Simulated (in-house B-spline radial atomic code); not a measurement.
**Ce⁺: a test of the spline order**

Aim: see how the result and the number of iterations for Ce⁺ depend on the spline order.

Program: in-house B-spline radial atomic code version 1. Level of theory: scalar-relativistic (spin-free one-electron X2C) RPBE, spin-polarised, spherical fractional occupations, Fermi nucleus, basis-set limit. These are calculated values, not measurements, unless marked.

## 1. The system

- element: cerium (Z = 58)
- charge: +1
- electrons: 57
- configuration: [Xe] 4f1 5d2
- Hamiltonian: scalar-relativistic (X2C)
- nucleus: Fermi, rms radius 4.877 fm

Outer shells as boxes (Hund's rule):

[Xe] 4f1 5d2
```
[Xe] core
4f [↑ ][  ][  ][  ][  ][  ][  ]
5d [↑ ][↑ ][  ][  ][  ]
```

Where spins are not typed, each open shell is filled with up spins first.

A run counts as converged when the orbital gradient is under the tolerance times 58 hartree (or under the basis's noise floor) and the energy moved by less than 1e-8 hartree times the root of its size. Energy differences under 3e-05 hartree are noise.

Settings of the run:

```ini
Z = 58
electrons = 57.0
configuration = [Xe] 4f1 5d2
hamiltonian = x2c
method = rpbe,pbe
spin_polarised = True
nucleus = fermi
rms_radius = 4.8771
mass_number = 140
atomic_mass = 139.905448433
speed_of_light = 137.035999084
knot_spacing = 0.22
spline_order = 8
gauss_points = 12
box_radius = 35.29
max_iterations = 70
damping = 0.5
damped_steps = 3
diis_vectors = 10
tolerance = 1e-08
start = Thomas-Fermi
```

This reference run was done before. Its total energy is -8859.525947 hartree, and its levels are (the highest eight at most):

```
orbital  occupation  energy (eV)  <r> (bohr)
  4d up           5      -114.36      0.7443
4d down           5      -113.55      0.7441
  5s up           1      -44.671       1.528
5s down           1      -43.585       1.522
  5p up           3      -27.616       1.775
5p down           3      -26.381       1.766
  4f up           1       -9.496       1.118
  5d up           2       -7.633       2.806
```

## 2. Spline order 3

Settings of the run:

```ini
Z = 58
electrons = 57.0
configuration = [Xe] 4f1 5d2
hamiltonian = x2c
method = rpbe,pbe
spin_polarised = True
nucleus = fermi
rms_radius = 4.8771
mass_number = 140
atomic_mass = 139.905448433
speed_of_light = 137.035999084
knot_spacing = 0.22
spline_order = 3
gauss_points = 12
box_radius = 35.29
max_iterations = 70
damping = 0.5
damped_steps = 3
diis_vectors = 10
tolerance = 1e-08
start = Thomas-Fermi
```

Command:

```sh
> python run_scf.py task.json out
```

One command runs all members of the session, one after another, from task.json.

## 3. Spline order 4

Changes to the settings of step 2:

```diff
@@ -12,3 +12,3 @@
 knot_spacing = 0.22
-spline_order = 3
+spline_order = 4
 gauss_points = 12
```

## 4. Spline order 5

Changes to the settings of step 3:

```diff
@@ -12,3 +12,3 @@
 knot_spacing = 0.22
-spline_order = 4
+spline_order = 5
 gauss_points = 12
```

## 5. Spline order 6

Changes to the settings of step 4:

```diff
@@ -12,3 +12,3 @@
 knot_spacing = 0.22
-spline_order = 5
+spline_order = 6
 gauss_points = 12
```

## 6. Spline order 7

Changes to the settings of step 5:

```diff
@@ -12,3 +12,3 @@
 knot_spacing = 0.22
-spline_order = 6
+spline_order = 7
 gauss_points = 12
```

## 7. Spline order 10

Changes to the settings of step 6:

```diff
@@ -12,3 +12,3 @@
 knot_spacing = 0.22
-spline_order = 7
+spline_order = 10
 gauss_points = 12
```

Before running: Which of these runs converge to the reference energy, which miss it and by about how much, and which fail?

**Answer**, as computed:

| run | outcome | iterations | energy less the reference (hartree) |
| --- | --- | --- | --- |
| reference | converged | 11 | 0 |
| spline order 3 | converged | 11 | +0.295 |
| spline order 4 | converged | 10 | +0.00573 |
| spline order 5 | converged | 11 | +0.000212 |
| spline order 6 | converged | 11 | below noise |
| spline order 7 | converged | 10 | below noise |
| spline order 10 | converged | 11 | below noise |

Of 6 changed inputs, 3 gave the reference energy within 3e-05 hartree and 3 converged to another value. The worst converged miss is +0.295 hartree (spline order 3): splines of so low an order are too stiff.
